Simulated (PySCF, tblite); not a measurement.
# CH₁₁BNSi₃ radical: geometry, infrared bands and EPR parameters

Aim: predict the infrared bands and EPR parameters of CH₁₁BNSi₃ radical (`[SiH3]B[CH][SiH2]N[SiH3]`).

The runs use tblite 0.8.0 and PySCF 2.14.0, with density-fitted response routines of our own; the level of theory stands in each step. All values are computed, except where a source is named. Atoms are numbered from 0 throughout.

## (1) The molecule as given

17 atoms, charge 0, multiplicity 2; geometry from: force field or distance geometry start.

Bonds of the start (Å): Si0–B1 1.95, B1–C2 1.59, C2–Si3 1.88, Si3–N4 1.79, N4–Si5 1.81, Si0–H6 1.48, Si0–H7 1.47, Si0–H8 1.46, B1–H9 1.18, C2–H10 1.10, Si3–H11 1.46, Si3–H12 1.47, N4–H13 1.04, Si5–H14 1.49, Si5–H15 1.45, Si5–H16 1.48.

## (2) Optimising the geometry with GFN2-xTB

What the job is given:

```
{"job": {"kind": "relax", "xc": "GFN2-xTB", "basis": "xTB"}, "charge": 0, "multiplicity": 2}
Si     2.719200     0.550300     0.328300
B      2.131800    -1.275200    -0.036900
C      0.680400    -1.712400     0.442600
Si    -0.483500    -0.569300    -0.482400
N     -2.187800    -0.754200     0.020800
Si    -2.882900     0.909700    -0.093600
H      4.001700     0.794500    -0.362200
H      2.841600     0.762600     1.779100
H      1.799400     1.544300    -0.212500
H      2.439800    -1.673100    -1.105800
H      0.618000    -1.609800     1.533600
H     -0.271000    -0.788500    -1.908600
H     -0.114700     0.799500    -0.080200
H     -2.298300    -1.148700     0.974600
H     -2.138000     1.568200    -1.198400
H     -4.293400     0.898100    -0.411700
H     -2.569200     1.715900     1.102400
```

On the command line:

```console
$ OMP_NUM_THREADS=1 python probes_run.py task.json out
```

One launch serves the whole session: the jobs run in the order shown.

Standard output:

```text
step      E/eV     max force
  0    -462.45731    3.202
  1    -462.76398    1.834
  2    -462.93221    1.701
  3    -462.99490    0.745
  4    -463.07865    0.579
  5    -463.11697    0.550
  6    -463.14479    0.412
  7    -463.17468    0.501
  8    -463.21354    0.629
  9    -463.25784    0.710
 10    -463.30497    0.727
 11    -463.35249    0.536
 12    -463.39546    0.529
 13    -463.43373    0.545
 14    -463.46818    0.415
 15    -463.49650    0.359
 16    -463.52262    0.357
 17    -463.55416    0.526
 18    -463.57660    0.752
 19    -463.58251    1.680
 20    -463.62148    0.374
 21    -463.63603    0.221
 22    -463.65555    0.284
 23    -463.67609    0.311
 24    -463.68600    0.256
 25    -463.69664    0.229
 26    -463.70689    0.264
 27    -463.72298    0.441
 28    -463.74334    0.472
 29    -463.76450    0.301
 30    -463.78012    0.263
 31    -463.79525    0.422
 32    -463.81831    0.659
 33    -463.84538    0.635
 34    -463.86800    0.365
 35    -463.88554    0.254
 36    -463.89887    0.289
 37    -463.91086    0.494
 38    -463.92635    0.512
 39    -463.94407    0.328
 40    -463.93368    1.118
 41    -463.96377    0.426
 42    -463.97170    0.226
 43    -463.98803    0.327
 44    -463.99762    0.250
 45    -464.00563    0.203
 46    -464.01111    0.169
 47    -464.01735    0.172
 48    -464.02178    0.217
 49    -464.02640    0.216
 50    -464.03229    0.179
 51    -464.03817    0.184
 52    -464.04260    0.133
 53    -464.04534    0.127
 54    -464.04715    0.110
 55    -464.04867    0.135
 56    -464.05015    0.126
 57    -464.05205    0.132
 58    -464.05460    0.150
 59    -464.05731    0.155
 60    -464.05918    0.085
 61    -464.06009    0.058
 62    -464.06051    0.055
 63    -464.06105    0.049
 64    -464.06180    0.052
 65    -464.06236    0.043
 66    -464.06263    0.037
 67    -464.06277    0.025
 68    -464.06293    0.030
 69    -464.06318    0.042
 70    -464.06351    0.042
 71    -464.06379    0.029
 72    -464.06394    0.023
 73    -464.06402    0.018
 74    -464.06410    0.022
 75    -464.06421    0.024
 76    -464.06435    0.036
 77    -464.06445    0.038
 78    -464.06452    0.031
 79    -464.06457    0.024
 80    -464.06463    0.022
 81    -464.06472    0.026
 82    -464.06480    0.028
 83    -464.06485    0.022
 84    -464.06489    0.015
 85    -464.06493    0.017
 86    -464.06500    0.025
 87    -464.06507    0.024
 88    -464.06512    0.015
 89    -464.06516    0.014
 90    -464.06520    0.017
 91    -464.06526    0.025
 92    -464.06535    0.030
 93    -464.06550    0.037
 94    -464.06570    0.047
 95    -464.06593    0.046
 96    -464.06615    0.040
 97    -464.06637    0.044
 98    -464.06662    0.037
 99    -464.06696    0.045
100    -464.06741    0.046
101    -464.06791    0.052
102    -464.06843    0.057
103    -464.06899    0.071
104    -464.06974    0.078
105    -464.07088    0.065
106    -464.06751    0.339
107    -464.07233    0.092
108    -464.07295    0.057
109    -464.07326    0.221
110    -464.07390    0.049
111    -464.07414    0.030
112    -464.07432    0.028
113    -464.07461    0.026
114    -464.07480    0.028
115    -464.07513    0.048
116    -464.07538    0.051
117    -464.07560    0.048
118    -464.07574    0.027
119    -464.07586    0.025
120    -464.07601    0.043
121    -464.07619    0.049
122    -464.07639    0.041
123    -464.07657    0.059
124    -464.07681    0.037
125    -464.07703    0.027
126    -464.07729    0.032
127    -464.07745    0.042
128    -464.07772    0.054
129    -464.07803    0.045
130    -464.07845    0.065
131    -464.07884    0.058
132    -464.07850    0.124
133    -464.07940    0.043
134    -464.07965    0.037
135    -464.07873    0.251
136    -464.08029    0.024
137    -464.08049    0.024
138    -464.08046    0.109
139    -464.08083    0.025
140    -464.08094    0.027
141    -464.08122    0.069
142    -464.08150    0.026
143    -464.08173    0.042
144    -464.08204    0.060
145    -464.08218    0.030
146    -464.08228    0.032
147    -464.08237    0.020
148    -464.08242    0.014
149    -464.08245    0.021
150    -464.08248    0.023
151    -464.08251    0.025
152    -464.08255    0.014
153    -464.08259    0.014
154    -464.08264    0.015
155    -464.08269    0.014
156    -464.08275    0.016
157    -464.08280    0.015
158    -464.08286    0.019
159    -464.08290    0.020
160    -464.08297    0.019
161    -464.08304    0.029
162    -464.08314    0.025
163    -464.08326    0.036
164    -464.08337    0.031
165    -464.08350    0.035
166    -464.08364    0.033
167    -464.08377    0.039
168    -464.08395    0.029
169    -464.08415    0.031
170    -464.08430    0.027
171    -464.08450    0.054
172    -464.08469    0.039
173    -464.08492    0.071
174    -464.08529    0.071
175    -464.08571    0.049
176    -464.08593    0.054
177    -464.08621    0.040
178    -464.08632    0.119
179    -464.08645    0.035
180    -464.08662    0.031
181    -464.08675    0.055
182    -464.08692    0.076
183    -464.08711    0.072
184    -464.08741    0.069
185    -464.08774    0.039
186    -464.08796    0.102
187    -464.08814    0.102
188    -464.08843    0.030
189    -464.08859    0.025
190    -464.08871    0.016
191    -464.08876    0.012
192    -464.08880    0.023
193    -464.08883    0.021
194    -464.08885    0.025
195    -464.08887    0.013
196    -464.08888    0.009
```

It took 1.6 s on 1 thread of Arm Neoverse V2, shared host.

The steps of the relaxation: (not every step is listed)

```tsv
step	energy from step 0 (eV)	largest force (eV/Å)
0	0.0000	3.2019
1	-0.3067	1.8340
2	-0.4749	1.7010
3	-0.5376	0.7455
4	-0.6213	0.5788
5	-0.6597	0.5499
6	-0.6875	0.4118
7	-0.7174	0.5006
8	-0.7562	0.6291
26	-1.2496	0.2643
44	-1.5403	0.2499
62	-1.6032	0.0550
80	-1.6073	0.0220
98	-1.6093	0.0370
116	-1.6181	0.0514
134	-1.6223	0.0369
152	-1.6252	0.0144
170	-1.6270	0.0270
188	-1.6311	0.0301
191	-1.6314	0.0119
192	-1.6315	0.0229
193	-1.6315	0.0215
194	-1.6315	0.0248
195	-1.6316	0.0128
196	-1.6316	0.0095
```

Close pairs (by a distance rule), those that changed most:

```tsv
bond	before (Å)	after (Å)	change (Å)
B1–C2	1.590	1.459	-0.131
N4–Si5	1.807	1.728	-0.079
Si3–N4	1.787	1.740	-0.047
N4–H13	1.038	1.006	-0.032
Si0–B1	1.952	1.984	+0.031
Si5–H15	1.446	1.465	+0.019
Si5–H14	1.486	1.469	-0.017
Si5–H16	1.476	1.461	-0.015
```

The final coordinates are the input of the step that follows.

## (3) Harmonic vibrations with GFN2-xTB

What the job is given:

```
{"job": {"kind": "ir", "xc": "GFN2-xTB", "basis": "xTB"}, "charge": 0, "multiplicity": 2}
Si     3.275539     0.451268     0.825394
B      2.031781    -0.736515    -0.162898
C      0.604139    -0.573526     0.087429
Si    -0.708959    -0.586475    -1.247610
N     -2.260524    -0.522181    -0.463069
Si    -2.963953     0.727368     0.500997
H      4.303625    -0.331259     1.538590
H      2.645387     1.296979     1.850671
H      4.011606     1.372448    -0.056481
H      2.499163    -1.433785    -0.983322
H      0.199704    -0.309789     1.057852
H     -0.715931    -1.847109    -2.003442
H     -0.552498     0.546593    -2.176673
H     -2.918239    -1.211337    -0.787127
H     -3.666650     1.716002    -0.327798
H     -3.910819     0.071369     1.406459
H     -1.880370     1.381980     1.230042
```

Standard output:

```text
mode    cm-1     km/mol
  1      -6.4      0.24
  2      31.9      0.54
  3      33.9      0.14
  4      57.9      0.40
  5      97.0      0.70
  6     110.0      0.11
  7     170.3      0.90
  8     221.8      2.57
  9     259.8      4.80
 10     302.5     54.51
 11     417.4     19.07
 12     467.7     33.92
 13     495.0     85.96
 14     563.4     51.18
 15     570.4     62.85
 16     589.1     11.05
 17     604.8     34.83
 18     622.7     27.67
 19     684.4    164.11
 20     712.7     81.06
 21     745.3    463.15
 22     760.4     42.95
 23     773.8    812.02
 24     788.6    252.59
 25     797.0    350.94
 26     804.4    135.64
 27     811.2    114.78
 28     818.7    136.51
 29     829.4    372.21
 30     909.7     57.11
 31     988.2    277.61
 32    1078.6     62.95
 33    1201.0    245.62
 34    1277.3     14.23
 35    2148.6    180.45
 36    2155.6    458.04
 37    2188.4    301.82
 38    2190.5    303.50
 39    2198.6    580.07
 40    2204.5    230.51
 41    2236.9    343.77
 42    2270.6    269.24
 43    2586.9    132.65
 44    3015.7     33.25
 45    3486.0      0.27
```

It took 0.74 s on 1 thread of Arm Neoverse V2, shared host.

Which atoms move in the most intense modes:

```tsv
cm⁻¹	km/mol	atoms
745	463.1	H12 17 %, H16 17 %, H11 14 %
774	812.0	H16 17 %, H15 15 %, C2 13 %, H7 10 %
797	350.9	H8 22 %, H6 22 %, H14 22 %, H16 13 %
829	372.2	H14 22 %, H15 21 %, H16 18 %, Si5 15 %
2156	458.0	H6 91 %
2190	303.5	H11 71 %, H8 13 %
2199	580.1	H14 86 %
2237	343.8	H15 93 %
```

## (4) g tensor and hyperfine couplings: B3LYP/pcH-1

Same as in step 3 but for these lines:

```diff
@@ -1,2 +1,2 @@
-{"job": {"kind": "ir", "xc": "GFN2-xTB", "basis": "xTB"}, "charge": 0, "multiplicity": 2}
+{"job": {"kind": "epr", "basis": "pcH-1"}, "charge": 0, "multiplicity": 2}
 Si     3.275539     0.451268     0.825394
```

Method: UKS B3LYP, pcH-1 on B C H N Si, non-relativistic, mean-field spin-orbit, GIAO.

Standard output:

```text
UKS, coarse grid
  cycle   1  E = -992.75141038  |g| = 4.27e-01
  cycle   2  E = -992.66751434  |g| = 5.95e-01
  cycle   3  E = -992.82280799  |g| = 8.85e-02
  cycle   4  E = -992.82629002  |g| = 2.73e-02
  cycle   5  E = -992.82678415  |g| = 8.67e-03
  cycle   6  E = -992.82685229  |g| = 3.55e-03
  cycle   7  E = -992.82686656  |g| = 2.01e-03
  cycle   8  E = -992.82687216  |g| = 4.81e-04
UKS, final grid
  cycle   1  E = -992.82690741  |g| = 4.61e-04
  cycle   2  E = -992.82690739  |g| = 6.00e-04
  cycle   3  E = -992.82690762  |g| = 9.20e-05
  cycle   4  E = -992.82690763  |g| = 5.64e-05
  cycle   5  E = -992.82690764  |g| = 2.00e-05
E = -992.82690764 Eh   <S^2> = 0.7578 (exact 0.7500)
g shifts (ppm)      1          2          3
  rmc          -122       -122       -122
  gc              5         12         38
  oz_so        -138        345        834
  total        -255        236        751
hyperfine (MHz)  atom isotope    a_iso     a_fc   dipolar eigenvalues
    0  29Si     -66.35     -66.41    -17.79      7.61     10.18
    1   11B     -15.89     -15.88    -18.90     -7.13     26.03
    2   13C      41.84      41.89    -55.24    -53.96    109.20
    3  29Si       4.18       4.21     -4.61      1.52      3.10
    4   14N       2.28       2.27     -0.84     -0.74      1.59
    5  29Si       0.73       0.73     -0.49      0.19      0.30
    6    1H      70.17      70.16     -2.41     -0.21      2.62
    7    1H      -2.36      -2.36     -3.01     -1.08      4.09
    8    1H     -13.45     -13.45     -2.10     -1.21      3.31
    9    1H      67.47      67.47     -6.79     -5.51     12.30
   10    1H      -3.50      -3.52    -25.43     -4.33     29.77
   11    1H      54.57      54.57     -2.75     -1.72      4.48
   12    1H      18.98      18.98     -2.65     -1.81      4.46
   13    1H      -0.33      -0.33     -1.92     -0.87      2.79
   14    1H       3.54       3.54     -0.55     -0.53      1.09
   15    1H      -0.14      -0.14     -0.60     -0.59      1.19
   16    1H       3.45       3.45     -1.63     -1.27      2.90
```

Wall time 1.7 min (1 thread of Arm Neoverse V2, shared host); peak memory 0.96 GiB.

Principal g values 2.00206, 2.00256, 2.00307; g(iso) = 2.00256, against 2.00232 for a free electron.

Mean a(iso) over the nuclei that a row names, and the largest dipolar term of the row (other rows stand at the frozen geometry):

```tsv
nuclei	isotope	a(iso) (MHz)	a(iso) (G, at g = 2.0023)	largest dipolar term (MHz)
H9	1H	67.5	24.1	12.3
Si0	29Si	-66.4	-23.7	-17.8
C2	13C	41.8	14.9	109.2
H11, H12	1H	36.8	13.1	4.5
H6, H7, H8	1H	18.1	6.5	4.1
B1	11B	-15.9	-5.7	26.0
Si3	29Si	4.2	1.5	-4.6
H10	1H	-3.5	-1.3	29.8
H14, H15, H16	1H	2.3	0.8	2.9
N4	14N	2.3	0.8	1.6
Si5	29Si	0.7	0.3	-0.5
H13	1H	-0.3	-0.1	2.8
```

Mulliken spin populations:

Si0 0.04; B1 0.15; C2 0.72; Si3 -0.02; N4 0.01; Si5 0.00; H6 0.04; H7 0.00; H8 -0.01; H9 0.03; H10 -0.02; H11 0.03; H12 0.01; H13 0.00; H14 0.00; H15 0.00; H16 0.00

In first order the couplings over 0.8 MHz of 1H, 11B, 14N give 2164 distinct lines over 92.1 G, if the averaged nuclei exchange fast.

Orbitals, density, ELF and potential are computed afterwards from the orbital file.

ELF in a plane through or near 6 of the atoms.

Ten even steps from '0' (0.00) to '9' (1.00):
```
0000000000000000000000000000
0000000000000000000000000000
0000000000000000000000000000
0000000132000000010000000000
0000002899600004872000000000
0000004999800007996235400000
0001223899600004997489830000
0017995377105830471159830000
0029994114018980020238720000
0028995158457970168522100000
0004774597384372573730000000
0000001362596882584984000000
0000000289555750167997000000
0000001899920257711685000000
0000002899910399960000000000
0000000389500699991000000000
0000000000000499991000000000
0000000000000158730000000000
0000000000000000000000000000
0000000000000000000000000000
```
The map spans 14.1 Å across and 10.5 Å up, centred on the molecule. Atoms in the plane (x, y in Å): B1 (-2.0, -0.8), C2 (-0.6, -0.3), N4 (2.3, -0.5), H9 (-2.4, -1.9), H11 (0.9, -2.7), H13 (3.0, -1.2).

On the surface of density 0.002 e/bohr³ the electrostatic potential runs, from the 1st to the 99th percentile, from -0.23 V near N4 to 1.77 V near H13.

The spin density lies nearest to C2 52 %; B1 18 %; H10 7 %.

## (5) What came out

```
                                 quantity                 value
strongest single infrared mode (GFN2-xTB)  774 cm⁻¹, 812 km/mol
             zero-point energy (GFN2-xTB)         66.2 kcal/mol
                           g(iso) (B3LYP)               2.00256
                                     ⟨S²⟩    0.758 (exact 0.75)
       largest a(iso) (averaged by class)    1H on H9, 67.5 MHz
    surface potential, 1st and 99th percentile    -0.23 V and 1.77 V
```

**Reading.** The optimisation took 196 steps and gained 1.632 eV; among the close pairs (by a distance rule), B1–C2 changed most, from 1.590 to 1.459 Å. The lowest mode is slightly imaginary (6i cm⁻¹), a soft motion within the noise of the Hessian, so the minimum is not strictly shown. The strongest single mode, at 774 cm⁻¹, is spread over several atoms, H16, H15, C2, H7 among them. Unscaled tight-binding wavenumbers are off by several per cent, some by more. Its intensities can rank the bands wrongly. C2 carries the largest spin population, 0.72 e. The isotropic g lies 0.2 ppt above the free-electron value.
